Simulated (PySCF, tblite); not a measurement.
# C₅H₁₄B₂N₂: geometry, infrared bands and NMR shifts

Wanted: the infrared bands and NMR shifts of C₅H₁₄B₂N₂ (`CCB(N)NBC1CC1`), by calculation.

Computed with tblite 0.8.0 and PySCF 2.14.0, with density-fitted response routines of our own, on a single molecule in the gas phase. Atoms count from 0, in the outputs and in this text.

## Step 1: The molecule as given

23 atoms, charge 0, multiplicity 1; geometry from: force field or distance geometry start.

Bonds of the start (Å): C0–C1 1.50, C1–B2 1.59, B2–N3 1.54, B2–N4 1.53, N4–B5 1.53, B5–C6 1.58, C6–C7 1.50, C7–C8 1.51, C8–C6 1.52, C0–H9 1.12, C0–H10 1.13, C0–H11 1.11, C1–H12 1.10, C1–H13 1.11, N3–H14 1.05, N3–H15 1.05, N4–H16 1.05, B5–H17 1.18, C6–H18 1.13, C7–H19 1.12, C7–H20 1.10, C8–H21 1.12, C8–H22 1.09.

## Step 2: Relaxing the molecule with GFN2-xTB

The job: settings as JSON, then the geometry in Å.

```
{"job": {"kind": "relax", "xc": "GFN2-xTB", "basis": "xTB"}, "charge": 0, "multiplicity": 1}
C     -3.424400    -0.772300     0.228800
C     -2.627800     0.488800     0.063800
B     -1.079300     0.213700    -0.197400
N     -0.405200     1.212000    -1.157500
N     -0.268600    -0.392900     0.944900
B      1.104200     0.275200     0.902400
C      2.376400    -0.624700     0.661100
C      3.630200    -0.057500     0.057500
C      2.674200    -0.838600    -0.815800
H     -3.269600    -1.146800     1.273300
H     -4.505000    -0.477200     0.088700
H     -3.165400    -1.572600    -0.494300
H     -3.021500     1.033200    -0.806600
H     -2.758800     1.103500     0.979800
H     -0.997600     1.209300    -2.021100
H     -0.476600     2.182700    -0.750800
H     -0.713300    -0.049300     1.833800
H      1.118000     1.372200     0.465200
H      2.577200    -1.478600     1.365800
H      4.593900    -0.600700     0.229600
H      3.666000     1.040500     0.013800
H      2.106100    -0.202400    -1.543100
H      2.862100    -1.890500    -1.038900
```

The run is started by

```
> OMP_NUM_THREADS=1 python probes_run.py task.json out
```

The driver reads the jobs from task.json and runs them one after another.

**Question.** This job is followed by: GFN2-xTB harmonic vibrations, gas phase; GIAO PBE0/pcSseg-1 NMR shielding, non-relativistic, gas phase. What will the session give for the following? strongest single infrared mode (GFN2-xTB); zero-point energy (GFN2-xTB); ¹³C shifts against TMS (PBE0/pcSseg-1, means over atoms taken as alike); ¹H shifts against TMS (PBE0/pcSseg-1, means over atoms taken as alike); ¹¹B shifts against BF3·OEt2 (PBE0/pcSseg-1); ¹⁵N shifts against NH3 (PBE0/pcSseg-1).

**Answer**, as computed:

```
                                                               quantity                                                value
                              strongest single infrared mode (GFN2-xTB)                                1421 cm⁻¹, 517 km/mol
                                           zero-point energy (GFN2-xTB)                                       123.2 kcal/mol
¹³C shifts against TMS (PBE0/pcSseg-1, means over atoms taken as alike)                             12.1, 10.8, 9.6, 6.0 ppm
 ¹H shifts against TMS (PBE0/pcSseg-1, means over atoms taken as alike)  5.72, 4.76, 3.24, 1.03, 0.80, 0.70, 0.50, -0.10 ppm
                            ¹¹B shifts against BF3·OEt2 (PBE0/pcSseg-1)                                       44.4, 30.4 ppm
                                 ¹⁵N shifts against NH3 (PBE0/pcSseg-1)                                      149.5, 79.2 ppm
```

What this shows: Relaxing lowered the energy by 3.347 eV in 130 steps; the close pair that moved most is B2–N3, from 1.540 to 1.392 Å. The lowest mode is imaginary (35i cm⁻¹), so the xTB geometry is not a minimum. The strongest single mode, at 1421 cm⁻¹, is spread over several atoms, N4, B5, H16 among them. GFN2-xTB is a fitted tight-binding method: band positions and strengths are rough. Its intensities can rank the bands wrongly. At PBE0/pcSseg-1: The largest span, 246 ppm, is at N4, where the paramagnetic term is -207 ppm.
